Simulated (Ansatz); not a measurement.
# C2H3CuFN: small, medium and large basis sets

Aim: see how fast density functionals converge with the basis set for C2H3CuFN.

Program: Ansatz 0.2.0, Gaussian basis. Level of theory: one geometry, several basis sets. These are calculated values, not measurements.

Levels to be run: PBE0-D4/def2-SVP; ωB97M-V/def2-SVP; PBE0-D4/def2-QZVPP; ωB97M-V/def2-QZVPP; the functionals' def2-TZVPP values are taken from earlier runs.

## Step 1: The geometry

All runs share one geometry, relaxed beforehand with PBE0-D4 in a triple-zeta def2 set.

SMILES `CC#[N+][Cu-][F]`, 8 atoms, charge 0, spin multiplicity 1.

Atoms are counted from 1 here; the program's logs count them from 0.

Bond lengths: C1–C2 1.443 Å, C1–H6 1.091 Å, C1–H7 1.091 Å, C1–H8 1.091 Å, C2–N3 1.147 Å, N3–Cu4 1.805 Å, Cu4–F5 1.760 Å. Angles: C2–C1–H6 109.8°, C2–C1–H7 109.9°, C2–C1–H8 109.9°, H6–C1–H7 109.1°, H6–C1–H8 109.1°, H7–C1–H8 109.1°, C1–C2–N3 180.0°, C2–N3–Cu4 179.9°, N3–Cu4–F5 179.9°.

## Step 2: PBE0-D4 in def2-SVP

Contents of in.yaml:

```yaml
crystal:
  periodic: [false, false, false]
  atoms:
    - {symbol: C, position_ang: [0.626297, -1.191242, 1.011830]}
    - {symbol: C, position_ang: [0.091589, -0.170651, 0.143256]}
    - {symbol: N, position_ang: [-0.334018, 0.640454, -0.546441]}
    - {symbol: Cu, position_ang: [-1.007835, 1.917912, -1.629525]}
    - {symbol: F, position_ang: [-1.666480, 3.163490, -2.684094]}
    - {symbol: H, position_ang: [0.225926, -1.066842, 2.019483]}
    - {symbol: H, position_ang: [0.350168, -2.178490, 0.637422]}
    - {symbol: H, position_ang: [1.714353, -1.114631, 1.048068]}
basis:
  gaussian: {orbitals: def2-SVP}
hamiltonian: {xc: pbe0, dispersion: d4}
output: {orbitals: {seedname: orbitals}}
```

Started as:

```bash
> ansatz run in.yaml --threads 2 --pin off --events-out ev --progress --plain --max-ram 32768MiB --backend cpu
```

After this run come: ωB97M-V in def2-SVP; PBE0-D4 in def2-QZVPP; ωB97M-V in def2-QZVPP.

Before running them: what should the planned runs give, taken together? Wanted: PBE0-D4: double and triple zeta above quadruple; ωB97M-V: double and triple zeta above quadruple.

**Answer**, as computed:

```
                                       quantity           value
PBE0-D4: double and triple zeta above quadruple  15.89, 1.53 eV
ωB97M-V: double and triple zeta above quadruple  16.10, 1.48 eV
```

What this shows: For PBE0-D4 the step from double to triple zeta gains 14.36 eV and the next only 1.53 eV. Total energies overstate the basis error of differences, where much of it tends to cancel. The LUMO of ωB97M-V is positive and keeps falling with the basis (1.55 to 0.30 eV): an unbound level that the basis holds in place.
